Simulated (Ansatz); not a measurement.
# Pd (Pd, beta-Sn type): the cost of one run

Program: Ansatz 0.2.0. Level of theory: DFT PBEsol, plane waves (420 eV) with PAW, scalar-relativistic; PAW files made under PBE, frozen cores solved again for the functional. These are calculated values, not measurements.

## Step 1: The starting structure

It takes space group I4_1/amd (No. 141, tetragonal). Conventional cell: a = 4.837 Å, b = 4.837 Å, c = 2.641 Å, α = 90.00°, β = 90.00°, γ = 90.00°. Around Pd (site symmetry -4m2) lie 6 Pd at 2.51 to 2.64 Å.

As a file:

```cif
data_structure
_symmetry_space_group_name_H-M 'I4_1/amd:1'
_symmetry_Int_Tables_number 141
_cell_length_a 4.8372
_cell_length_b 4.8372
_cell_length_c 2.6411
_cell_angle_alpha 90.000
_cell_angle_beta 90.000
_cell_angle_gamma 90.000
_cell_volume 61.80
loop_
_atom_site_label
_atom_site_type_symbol
_atom_site_symmetry_multiplicity
_atom_site_Wyckoff_symbol
_atom_site_fract_x
_atom_site_fract_y
_atom_site_fract_z
_atom_site_occupancy
Pd1 Pd 4 a 0.00000 0.00000 0.00000 1
```

Starting moments (μB): +0.5 ×2.

## Step 2: Geometry optimisation

Contents of input.yaml:

```yaml
crystal:
  lattice:
    - [-2.4185932053, 2.4185932053, 1.3205518901]
    - [2.4185932053, -2.4185932053, 1.3205518901]
    - [2.4185932053, 2.4185932053, -1.3205518901]
  atoms:
    - { symbol: Pd, position: [0.0, 0.0, 0.0], spin: 0.5 }
    - { symbol: Pd, position: [0.75, 0.25, 0.5], spin: 0.5 }
hamiltonian:
  xc: pbesol
  pseudopotentials:
    kind: paw
    azcp:
      Pd: "pseudopotentials/Pd.paw.azcp"
basis:
  ecutwfc: 420
  fft_grid_basis: typed
kpoints:
  mp_grid: { grid: [13, 13, 9], shift: [0, 0, 0] }
magnetization:
  spin_polarized: true
scf:
  occupations: { method: fermi_dirac, width: 0.05 }
relax:
  max_steps: 60
  f_tol: 0.01
  cell: {}
```

**Question.** How long does this run take on 2 threads of Arm Neoverse V1, shared host, and how much memory does it need?

About 7.5 min, with a peak of 0.64 GiB.
